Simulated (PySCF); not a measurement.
# CH6Cl2Ge2: the cost of one run

Programs: PySCF 2.14.0, with density-fitted response routines of our own. Each step states its level of theory. These are calculated values for one molecule in the gas phase, unless marked as measured. Atoms are numbered from 0 throughout.

### 1 The molecule as given

11 atoms, charge 0, multiplicity 1; geometry from: PBE0-D3(BJ)/def2-SVP.

Bonds of the start (Å): Cl0–Ge1 2.17, Ge1–C2 1.95, C2–Ge3 1.95, Ge3–Cl4 2.17, Ge1–H5 1.53, Ge1–H6 1.54, C2–H7 1.10, C2–H8 1.10, Ge3–H9 1.53, Ge3–H10 1.54.

### 2 Shielding tensors: PBE0/pcSseg-1

What the job is given:

```
{"job": {"kind": "nmr", "xc": "PBE0", "basis": "pcSseg-1", "pop": false}, "charge": 0, "multiplicity": 1}
Cl     1.767775     3.124795    -0.132183
Ge     2.095990     1.257740     0.926568
C      0.608789     0.109150     0.417260
Ge    -1.151134     0.805624     0.873638
Cl    -1.115103     1.209975     3.008806
H      2.127014     1.581356     2.423619
H      3.439706     0.701626     0.428561
H      0.652915    -0.040932    -0.673749
H      0.733647    -0.874447     0.898651
H     -1.470028     2.128791     0.169869
H     -2.247041    -0.248319     0.646145
```

Level: GIAO PBE0/pcSseg-1 NMR shielding, non-relativistic, gas phase.

Run with:

```console
> OMP_NUM_THREADS=1 python probes_run.py task.json out
```

The driver reads the jobs from task.json and runs them one after another.

**Question.** How long does this first job take on 1 thread of Arm Neoverse V1, shared host, and how much memory does it need?

About 22 s, with a peak of 0.95 GiB.
